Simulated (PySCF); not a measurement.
# C₃H₅BN₂Si: NMR shifts at several levels of theory, part 2 of 2

PySCF 2.14.0. Atoms count from 0. The steps go on from the part before.

### Step 8. Shielding tensors: mPW1PW91/pcSseg-1

The job: settings as JSON, then the geometry in Å.

```
{"job": {"kind": "nmr", "xc": "mPW1PW91", "basis": "pcSseg-1", "pop": false}, "charge": 0, "multiplicity": 1}
N      1.207724     0.378632    -3.017028
C      1.081460     0.163791    -1.883715
B      0.883826    -0.140219    -0.384534
C      1.962352     0.375116     0.589872
N      2.754117     0.756795     1.347242
C     -0.373726    -0.846478     0.127592
Si    -1.677348     0.509941     0.511616
H     -0.848626    -1.500735    -0.619130
H     -0.223114    -1.370850     1.083657
H     -1.997608     1.264332    -0.733248
H     -1.140533     1.440578     1.544566
H     -2.897321    -0.177351     1.024624
```

Method: GIAO mPW1PW91/pcSseg-1 NMR shielding, non-relativistic, gas phase.

The program printed:

```text
coarse grid: 11192 points
cycle   1  E = -540.9613029722  dE =  5.779e-01  |g| = 4.909e-01  |ddm| = 3.195e+00
cycle   2  E = -540.7423339102  dE =  2.190e-01  |g| = 1.108e+00  |ddm| = 1.003e+00
cycle   3  E = -541.0181991898  dE = -2.759e-01  |g| = 1.507e-01  |ddm| = 6.653e-01
cycle   4  E = -541.0230301280  dE = -4.831e-03  |g| = 4.852e-02  |ddm| = 1.280e-01
cycle   5  E = -541.0235906393  dE = -5.605e-04  |g| = 1.120e-02  |ddm| = 4.456e-02
cycle   6  E = -541.0236261649  dE = -3.553e-05  |g| = 1.063e-03  |ddm| = 1.222e-02
cycle   7  E = -541.0236264964  dE = -3.315e-07  |g| = 3.116e-04  |ddm| = 1.592e-03
final grid: 105608 points
cycle   8  E = -541.0607113338  dE = -1.663e-05  |g| = 3.144e-03  |ddm| = 1.765e-02
cycle   9  E = -541.0607107340  dE =  5.998e-07  |g| = 3.618e-03  |ddm| = 5.151e-03
cycle  10  E = -541.0607135579  dE = -2.824e-06  |g| = 1.125e-03  |ddm| = 2.762e-03
cycle  11  E = -541.0607138202  dE = -2.623e-07  |g| = 3.348e-04  |ddm| = 7.638e-04
cycle  12  E = -541.0607138449  dE = -2.470e-08  |g| = 8.918e-05  |ddm| = 2.710e-04
cycle  13  E = -541.0607138462  dE = -1.274e-09  |g| = 5.509e-05  |ddm| = 7.914e-05
cycle  14  E = -541.0607138468  dE = -6.435e-10  |g| = 1.130e-05  |ddm| = 3.484e-05
converged SCF energy = -541.0607138468

GIAO shielding tensors (ppm)
atom      isotropic    diamagn.    paramagn.     s11        s22        s33       span
  0 N     -127.161     335.938    -463.099   -318.096   -253.456    190.069    508.165
  1 C       54.687     261.338    -206.651    -64.520    -62.847    291.427    355.947
  2 B       55.689     191.150    -135.461    -33.175     74.273    125.970    159.145
  3 C       54.691     261.520    -206.828    -64.506    -62.844    291.425    355.931
  4 N     -127.090     336.033    -463.124   -317.724   -253.452    189.905    507.629
  5 C      155.064     259.162    -104.098    102.196    170.662    192.335     90.139
  6 Si     417.688     879.438    -461.750    388.204    411.056    453.803     65.599
  7 H       29.226      31.038      -1.812     25.854     27.674     34.150      8.296
  8 H       29.232      31.263      -2.030     25.860     27.639     34.198      8.338
  9 H       27.262      28.669      -1.407     23.853     25.982     31.950      8.097
 10 H       27.242      28.773      -1.530     23.833     26.016     31.878      8.045
 11 H       27.028      27.726      -0.698     24.110     24.708     32.267      8.156
```

Wall time 12 s (1 thread of AMD EPYC 7R43, shared host); peak memory 0.86 GiB.

Key values: δ C1 128.9, C5 28.5, N0 391.3, B2 45.1, H9 4.14, H7 2.09 ppm (means over like atoms).

### Step 9. Shielding tensors: CAM-B3LYP/pcSseg-1

Same as in step 8 but for these lines:

```diff
@@ -1,2 +1,2 @@
-{"job": {"kind": "nmr", "xc": "mPW1PW91", "basis": "pcSseg-1", "pop": false}, "charge": 0, "multiplicity": 1}
+{"job": {"kind": "nmr", "xc": "CAM-B3LYP", "basis": "pcSseg-1", "pop": false}, "charge": 0, "multiplicity": 1}
 N      1.207724     0.378632    -3.017028
```

Method: GIAO CAM-B3LYP/pcSseg-1 NMR shielding, non-relativistic, gas phase.

The program printed:

```text
coarse grid: 11192 points
cycle   1  E = -540.8649234276  dE =  6.472e-01  |g| = 5.681e-01  |ddm| = 3.152e+00
cycle   2  E = -540.7003865297  dE =  1.645e-01  |g| = 1.080e+00  |ddm| = 1.030e+00
cycle   3  E = -540.9514703143  dE = -2.511e-01  |g| = 7.675e-02  |ddm| = 5.943e-01
cycle   4  E = -540.9525573045  dE = -1.087e-03  |g| = 4.308e-02  |ddm| = 8.475e-02
cycle   5  E = -540.9529818248  dE = -4.245e-04  |g| = 7.320e-03  |ddm| = 3.633e-02
cycle   6  E = -540.9529979979  dE = -1.617e-05  |g| = 1.892e-03  |ddm| = 9.055e-03
cycle   7  E = -540.9529991695  dE = -1.172e-06  |g| = 3.938e-04  |ddm| = 2.286e-03
final grid: 105608 points
cycle   8  E = -541.0019869185  dE = -1.667e-05  |g| = 2.599e-03  |ddm| = 1.218e-02
cycle   9  E = -541.0019875374  dE = -6.189e-07  |g| = 2.139e-03  |ddm| = 3.362e-03
cycle  10  E = -541.0019886078  dE = -1.070e-06  |g| = 2.938e-04  |ddm| = 1.540e-03
cycle  11  E = -541.0019886239  dE = -1.617e-08  |g| = 1.909e-04  |ddm| = 2.872e-04
cycle  12  E = -541.0019886305  dE = -6.532e-09  |g| = 9.107e-05  |ddm| = 1.556e-04
cycle  13  E = -541.0019886324  dE = -1.969e-09  |g| = 1.643e-05  |ddm| = 6.115e-05
cycle  14  E = -541.0019886325  dE = -8.924e-11  |g| = 1.267e-05  |ddm| = 2.264e-05
converged SCF energy = -541.0019886325

GIAO shielding tensors (ppm)
atom      isotropic    diamagn.    paramagn.     s11        s22        s33       span
  0 N     -128.689     337.393    -466.082   -323.149   -256.540    193.623    516.771
  1 C       53.702     261.326    -207.624    -68.168    -66.642    295.916    364.084
  2 B       49.543     191.519    -141.977    -44.060     67.671    125.017    169.077
  3 C       53.705     261.526    -207.821    -68.160    -66.639    295.913    364.073
  4 N     -128.616     337.496    -466.112   -322.776   -256.524    193.453    516.229
  5 C      155.106     258.446    -103.341    103.734    170.171    191.412     87.678
  6 Si     414.388     879.025    -464.638    386.311    406.081    450.771     64.460
  7 H       29.392      31.125      -1.732     26.088     27.833     34.255      8.167
  8 H       29.398      31.357      -1.959     26.098     27.798     34.298      8.200
  9 H       27.321      28.802      -1.481     23.929     26.063     31.973      8.044
 10 H       27.303      28.915      -1.612     23.909     26.099     31.901      7.992
 11 H       27.121      27.760      -0.639     24.197     24.822     32.344      8.147
```

Wall time 17 s (1 thread of AMD EPYC 7R43, shared host); peak memory 0.89 GiB.

In short: δ C1 128.7, C5 27.3, N0 395.9, B2 49.8, H9 4.08, H7 1.93 ppm (means over like atoms).

### Step 10. NMR shieldings: PBE0/6-31G

Same as in step 9 but for these lines:

```diff
@@ -1,2 +1,2 @@
-{"job": {"kind": "nmr", "xc": "CAM-B3LYP", "basis": "pcSseg-1", "pop": false}, "charge": 0, "multiplicity": 1}
+{"job": {"kind": "nmr", "xc": "PBE0", "basis": "6-31G", "pop": true}, "charge": 0, "multiplicity": 1}
 N      1.207724     0.378632    -3.017028
```

With the program's defaults for keys left out, this is: GIAO PBE0/6-31G NMR shielding, non-relativistic, gas phase.

The program printed:

```text
coarse grid: 11192 points
cycle   1  E = -540.6076705459  dE =  6.960e-01  |g| = 4.630e-01  |ddm| = 3.589e+00
cycle   2  E = -540.4022047415  dE =  2.055e-01  |g| = 1.068e+00  |ddm| = 1.180e+00
cycle   3  E = -540.6605801771  dE = -2.584e-01  |g| = 1.381e-01  |ddm| = 8.055e-01
cycle   4  E = -540.6650084189  dE = -4.428e-03  |g| = 4.352e-02  |ddm| = 1.428e-01
cycle   5  E = -540.6654798713  dE = -4.715e-04  |g| = 7.856e-03  |ddm| = 4.961e-02
cycle   6  E = -540.6655015173  dE = -2.165e-05  |g| = 5.739e-04  |ddm| = 1.283e-02
cycle   7  E = -540.6655016373  dE = -1.200e-07  |g| = 3.390e-04  |ddm| = 1.343e-03
final grid: 105608 points
cycle   8  E = -540.6014049447  dE = -1.524e-05  |g| = 4.853e-03  |ddm| = 1.628e-02
cycle   9  E = -540.6014033544  dE =  1.590e-06  |g| = 5.704e-03  |ddm| = 9.320e-03
cycle  10  E = -540.6014102881  dE = -6.934e-06  |g| = 2.198e-03  |ddm| = 5.345e-03
cycle  11  E = -540.6014113426  dE = -1.055e-06  |g| = 4.378e-04  |ddm| = 1.727e-03
cycle  12  E = -540.6014113899  dE = -4.724e-08  |g| = 9.143e-05  |ddm| = 4.524e-04
cycle  13  E = -540.6014113904  dE = -5.552e-10  |g| = 7.953e-05  |ddm| = 1.148e-04
cycle  14  E = -540.6014113918  dE = -1.422e-09  |g| = 6.629e-06  |ddm| = 5.810e-05
cycle  15  E = -540.6014113919  dE = -1.319e-11  |g| = 1.222e-06  |ddm| = 9.778e-06
converged SCF energy = -540.6014113919

GIAO shielding tensors (ppm)
atom      isotropic    diamagn.    paramagn.     s11        s22        s33       span
  0 N      -84.806     332.145    -416.952   -260.168   -199.316    205.066    465.234
  1 C       75.200     261.864    -186.664    -34.294    -32.638    292.533    326.828
  2 B       73.008     195.909    -122.900     -6.231     90.101    135.155    141.386
  3 C       75.205     262.076    -186.871    -34.261    -32.620    292.497    326.757
  4 N      -84.694     332.233    -416.927   -259.795   -199.296    205.009    464.804
  5 C      175.270     253.716     -78.446    129.303    190.154    206.353     77.050
  6 Si     491.041     881.719    -390.677    461.497    484.763    526.863     65.365
  7 H       30.513      30.673      -0.160     26.319     28.642     36.578     10.259
  8 H       30.521      30.745      -0.223     26.333     28.602     36.628     10.295
  9 H       28.674      29.497      -0.823     24.871     27.335     33.817      8.945
 10 H       28.654      29.570      -0.916     24.854     27.360     33.748      8.894
 11 H       28.518      28.964      -0.446     25.357     26.127     34.069      8.712
```

Run time: 7 s. Hardware: 1 thread of AMD EPYC 7R43, shared host; peak memory 0.49 GiB.

Key values: δ C1 124.3, C5 24.3, N0 345.4, B2 40.2, H9 4.00, H7 2.09 ppm (means over like atoms).

### Step 11. NMR shieldings: PBE0/STO-3G

Same as in step 10 but for these lines:

```diff
@@ -1,2 +1,2 @@
-{"job": {"kind": "nmr", "xc": "PBE0", "basis": "6-31G", "pop": true}, "charge": 0, "multiplicity": 1}
+{"job": {"kind": "nmr", "xc": "PBE0", "basis": "STO-3G", "pop": true}, "charge": 0, "multiplicity": 1}
 N      1.207724     0.378632    -3.017028
```

Level: GIAO PBE0/STO-3G NMR shielding, non-relativistic, gas phase.

The program printed:

```text
coarse grid: 11192 points
cycle   1  E = -534.1677180562  dE =  6.269e-01  |g| = 6.012e-01  |ddm| = 4.776e+00
cycle   2  E = -533.7445918378  dE =  4.231e-01  |g| = 1.391e+00  |ddm| = 1.865e+00
cycle   3  E = -534.2675348597  dE = -5.229e-01  |g| = 1.050e-01  |ddm| = 1.342e+00
cycle   4  E = -534.2706868649  dE = -3.152e-03  |g| = 2.236e-02  |ddm| = 1.521e-01
cycle   5  E = -534.2708312556  dE = -1.444e-04  |g| = 5.524e-03  |ddm| = 3.532e-02
cycle   6  E = -534.2708430934  dE = -1.184e-05  |g| = 6.194e-04  |ddm| = 9.276e-03
cycle   7  E = -534.2708431221  dE = -2.877e-08  |g| = 5.829e-04  |ddm| = 1.091e-03
final grid: 105608 points
cycle   8  E = -534.2446178746  dE = -4.002e-06  |g| = 3.538e-03  |ddm| = 1.114e-02
cycle   9  E = -534.2446076317  dE =  1.024e-05  |g| = 7.288e-03  |ddm| = 1.032e-02
cycle  10  E = -534.2446209613  dE = -1.333e-05  |g| = 1.231e-03  |ddm| = 7.125e-03
cycle  11  E = -534.2446213711  dE = -4.099e-07  |g| = 1.829e-04  |ddm| = 1.367e-03
cycle  12  E = -534.2446213781  dE = -6.992e-09  |g| = 1.031e-04  |ddm| = 2.656e-04
cycle  13  E = -534.2446213808  dE = -2.684e-09  |g| = 1.905e-05  |ddm| = 1.110e-04
cycle  14  E = -534.2446213809  dE = -1.246e-10  |g| = 2.176e-06  |ddm| = 2.758e-05
converged SCF energy = -534.2446213809

GIAO shielding tensors (ppm)
atom      isotropic    diamagn.    paramagn.     s11        s22        s33       span
  0 N       12.057     320.397    -308.340   -119.196    -77.069    232.438    351.634
  1 C      131.624     265.219    -133.595     48.166     57.066    289.641    241.474
  2 B       82.270     196.579    -114.309     -0.728     97.928    149.609    150.337
  3 C      131.638     265.447    -133.810     48.194     57.087    289.632    241.438
  4 N       12.131     320.513    -308.382   -118.943    -77.075    232.411    351.353
  5 C      217.026     247.500     -30.473    182.539    224.481    244.058     61.519
  6 Si     579.259     868.779    -289.520    550.984    563.825    622.969     71.985
  7 H       30.525      30.943      -0.418     26.052     28.025     37.498     11.447
  8 H       30.525      31.128      -0.603     26.070     27.971     37.535     11.466
  9 H       30.463      31.584      -1.121     26.493     28.668     36.228      9.735
 10 H       30.441      31.765      -1.324     26.464     28.687     36.172      9.709
 11 H       30.217      29.884       0.333     26.726     27.399     36.526      9.800
```

Wall time 3.4 s (1 thread of AMD EPYC 7R43, shared host); peak memory 0.38 GiB.

Key values: δ C1 103.1, C5 17.7, N0 282.6, B2 46.5, H9 2.23, H7 2.08 ppm (means over like atoms).

### Step 12. Run by run: NMR shifts

Shifts (ppm), means over like atoms, with basis size and wall time:

```
               run     C1    C5    H9    H7     N0    B2    Si6  functions   time
    B97-D/pcSseg-1  123.9  29.0  4.08  2.09  371.4  39.4  -66.5        151   20 s
  LC-wPBE/pcSseg-1  130.9  25.3  4.10  1.96  387.8  51.6  -68.7        151   27 s
     BP86/pcSseg-1  128.2  31.9  4.24  2.24  385.8  41.1  -69.1        151   22 s
     WP04/pcSseg-1  125.2  26.5  3.57  1.88  370.8  43.8  -60.1        151   12 s
BHandHLYP/pcSseg-1  128.1  25.4  4.00  1.85  399.3  48.8  -67.3        151   13 s
     OPBE/pcSseg-1  125.3  29.1  4.22  2.30  370.1  37.6  -63.5        151   20 s
 mPW1PW91/pcSseg-1  128.9  28.5  4.14  2.09  391.3  45.1  -66.9        151   12 s
CAM-B3LYP/pcSseg-1  128.7  27.3  4.08  1.93  395.9  49.8  -71.0        151   17 s
        PBE0/6-31G  124.3  24.3  4.00  2.09  345.4  40.2  -46.3         77    7 s
       PBE0/STO-3G  103.1  17.7  2.23  2.08  282.6  46.5  -61.7         44  3.4 s
```

### Step 13. Summary of results

What follows sums up all 2 parts.

| quantity | value |
| --- | --- |
| 13C shifts against TMS (B97-D/pcSseg-1, means over atoms taken as alike) | 123.9, 29.0 ppm |
| 1H shifts against TMS (B97-D/pcSseg-1, means over atoms taken as alike) | 4.08, 2.09 ppm |
| 15N shifts against NH3 (B97-D/pcSseg-1, means over atoms taken as alike) | 371.4 ppm |
| 11B shifts against BF3·OEt2 (B97-D/pcSseg-1) | 39.4 ppm |
| 29Si shifts against TMS (B97-D/pcSseg-1) | -66.5 ppm |
| range of the shift of N0 (with its like atoms) (minimal bases aside) | 345.4 to 399.3 ppm |
| property runs in this session | 10, of which 0 failed and 1 gave unsound results |

**Reading.** Single values in the summary come from the first sound run of each kind (B97-D/pcSseg-1), which need not be the best level. C1, C3 (mean) (nitrile carbon) lies farthest downfield among carbon, at 123.9 ppm; typical of a nitrile. At B97-D/pcSseg-1: The widest tensor belongs to N0, N4: span 486 ppm, with a paramagnetic part of -447 ppm. Leaving out the minimal-basis runs, which are unusable for shieldings: Across the 9 runs the shift of N0 (with its like atoms) moves most, between 345.4 (PBE0/6-31G) and 399.3 ppm (BHandHLYP/pcSseg-1).
